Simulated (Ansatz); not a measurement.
# F₅HMoO: basis-set convergence

One table from this session's results is given with a row withheld; the runs are named, their logs left out.

Computed with Ansatz 0.2.0, Gaussian basis. Level: one geometry, several basis sets.

Plan: PBE0-D4/def2-SVP; ωB97M-V/def2-SVP; PBE0-D4/def2-QZVPP; ωB97M-V/def2-QZVPP; the functionals' def2-TZVPP values are taken from earlier runs.

## The geometry

An earlier PBE0-D4 in a triple-zeta def2 set relaxation fixed the geometry. Mo takes the def2 core potential; no spin-orbit term is included.

8 atoms, charge 0, spin multiplicity 1.

Atoms are counted from 1 here; the program's logs count them from 0.

Bond lengths: O1–Mo2 1.820 Å, O1–H8 0.962 Å, Mo2–F3 1.829 Å, Mo2–F4 1.826 Å, Mo2–F5 1.843 Å, Mo2–F6 1.822 Å, Mo2–F7 1.829 Å. Angles: Mo2–O1–H8 137.8°, O1–Mo2–F3 93.3°, O1–Mo2–F4 170.5°, O1–Mo2–F5 85.6°, O1–Mo2–F6 94.1°, O1–Mo2–F7 93.3°, F3–Mo2–F4 87.1°, F3–Mo2–F5 92.0°, F3–Mo2–F6 88.0°, F3–Mo2–F7 172.6°, F4–Mo2–F5 84.9°, F4–Mo2–F6 95.4°, F4–Mo2–F7 87.1°, F5–Mo2–F6 179.7°, F5–Mo2–F7 92.0°, F6–Mo2–F7 88.0°.

The first run:

Contents of in.yaml:

```yaml
crystal:
  periodic: [false, false, false]
  atoms:
    - {symbol: O, position_ang: [-0.802804, 0.609526, -1.150204]}
    - {symbol: Mo, position_ang: [0.130340, -0.009592, 0.284743]}
    - {symbol: F, position_ang: [-1.353988, -0.736479, 1.068169]}
    - {symbol: F, position_ang: [1.112184, -0.878400, 1.556251]}
    - {symbol: F, position_ang: [0.414386, -1.520645, -0.731443]}
    - {symbol: F, position_ang: [-0.155968, 1.488409, 1.281160]}
    - {symbol: F, position_ang: [1.699181, 0.743097, -0.278734]}
    - {symbol: H, position_ang: [-1.043321, 0.304094, -2.029931]}
basis:
  gaussian: {orbitals: def2-SVP}
hamiltonian: {xc: pbe0, dispersion: d4}
output: {orbitals: {seedname: orbitals}}
```

Command:

```
$ ansatz run in.yaml --threads 4 --pin off --events-out ev --progress --plain --max-ram 11315MiB
```

Among the steps run: PBE0-D4 in def2-SVP; ωB97M-V in def2-SVP; PBE0-D4 in def2-QZVPP; ωB97M-V in def2-QZVPP.

One of the session's tables, all rows but one given; the rest of the session is left out.

It belongs to the step «Density functionals: the series». 

```
functional       basis  HOMO (eV)  LUMO (eV)
   PBE0-D4    def2-SVP     -11.51      -5.13
   PBE0-D4  def2-TZVPP     -11.46      -4.95
   PBE0-D4  def2-QZVPP     -11.44      -4.92
   ωB97M-V    def2-SVP     -13.94      -2.96
   ωB97M-V  def2-TZVPP     -13.90      -2.77
   ωB97M-V  def2-QZVPP          ?          ?
```

**Question.** Estimate the row for ωB97M-V, def2-QZVPP.

**Answer.** HOMO (eV): -13.88; LUMO (eV): -2.75. In the column «HOMO (eV)» it lies between ωB97M-V, def2-TZVPP (-13.90) and PBE0-D4, def2-SVP (-11.51).
